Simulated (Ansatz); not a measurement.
I need a single point in a Gaussian basis of C3H4Ga, SMILES C#[C][Ga][CH3]. Use the Python package of Ansatz (0.2.0). Level of theory: r2SCAN, def2-TZVP basis, multiplicity 2, D4 dispersion.

```xyz
8

C     1.9566   -0.9352    0.8527
C     1.2159   -0.8915   -0.1494
Ga   -0.0847   -0.5307   -1.1682
C    -1.1142    0.6367   -0.3332
H     2.5145   -0.8987    1.6921
H    -1.3947    0.9172    0.7238
H    -0.9805    1.5475   -0.9198
H    -2.0207    0.0976   -0.7538
```

`c3h4ga_energy.py`
```python
"""Single point of C3H4Ga."""

import json

import ansatz as az
from ase import Atoms
import numpy as np

BASIS_SET = "def2-TZVP"
FUNCTIONAL = "r2SCAN"
DISPERSION = "d4"

atoms = Atoms(["C", "C", "Ga", "C", "H", "H", "H", "H"], positions=[
    [1.9566, -0.9352, 0.8527],
    [1.2159, -0.8915, -0.1494],
    [-0.0847, -0.5307, -1.1682],
    [-1.1142, 0.6367, -0.3332],
    [2.5145, -0.8987, 1.6921],
    [-1.3947, 0.9172, 0.7238],
    [-0.9805, 1.5475, -0.9198],
    [-2.0207, 0.0976, -0.7538],
])
c3h4ga = az.Crystal.molecule_from_ase(atoms)

calculation = c3h4ga.calculation()
calculation = calculation.basis(gaussian=BASIS_SET).functional(FUNCTIONAL, dispersion=DISPERSION)
calculation = calculation.spin("collinear", total=1).forces()
out = calculation.run(threads=1)
summary = out.report

print(f"E = {summary['free_energy_ev']:.6f} eV = {summary['free_energy_ev'] / 27.211386246:.7f} Ha")
print("converged:", summary["converged"], " doubts:", summary["published_state_doubts"] or "none")

field = summary["mean_field"]
print("<S^2> =", round(abs(field["state"]["spin_squared"]), 4), " relativity:", field["relativity"])
print("passes:", field["passes"])
if "symmetry" in field:
    print("occupied orbitals by irrep:", field["symmetry"]["occupied"])

symbols = [site.symbol for site in c3h4ga.cartesian_sites]
print("forces (eV/A)")
for symbol, f in zip(symbols, summary["forces_ev_ang"]):
    print(f"  {symbol:2s} {f[0]:9.4f} {f[1]:9.4f} {f[2]:9.4f}")

charges = summary["charge_distribution"]
print("dipole moment", round(4.803205 * float(np.linalg.norm(charges["dipole_moment_e_ang"])), 3), "D")
print("Mulliken:", [(s, round(q, 3)) for s, q in zip(symbols, charges["mulliken_charges_e"])])
with open("c3h4ga.json", "w") as handle:
    json.dump({k: summary[k] for k in ("free_energy_ev", "reference_energy_ev", "n_occupied", "n_virtual")}, handle, indent=1)
```

Running `python c3h4ga_energy.py` prints:
```text
E = -55548.274439 eV = -2041.3614337 Ha
converged: True  doubts: none
<S^2> = 0.7531  relativity: none
passes: {'evaluations': 23, 'products': 21}
occupied orbitals by irrep: [{'A': 27}, {'A': 26}]
forces (eV/A)
  C    -3.0311    0.0115   -4.4765
  C     7.0505   -2.0460    6.0080
  Ga   -1.1933   -1.3868   -4.7396
  C    -4.6183    2.3891    1.5335
  H     1.5625    0.0089    2.2230
  H     0.9658   -0.6259   -0.9457
  H    -0.5362    0.3085   -0.0608
  H    -0.1999    1.3406    0.4582
dipole moment 0.858 D
Mulliken: [('C', -0.181), ('C', -0.031), ('Ga', -0.016), ('C', -0.341), ('H', 0.175), ('H', 0.142), ('H', 0.128), ('H', 0.123)]
```

It writes `c3h4ga.json`:
```json
{
 "free_energy_ev": -55548.274439066205,
 "reference_energy_ev": -55548.23845833157,
 "n_occupied": [
  27,
  26
 ],
 "n_virtual": [
  138,
  139
 ]
}
```

Reading the output:
- Total energies depend on the basis set; only differences at equal settings carry meaning.
- The geometry is a force-field or estimated start, not a minimum of this method, and the basis set is short of its limit.
- The species is open-shell (spin multiplicity 2).
- Finished in 21 s on 1 thread of Arm Neoverse V1 (shared host), peak memory 0.34 GiB.

(A comment or docstring line of the script was reworded after the run, the code is as it ran; lines on the test bed's own set-up are left out of the output.)
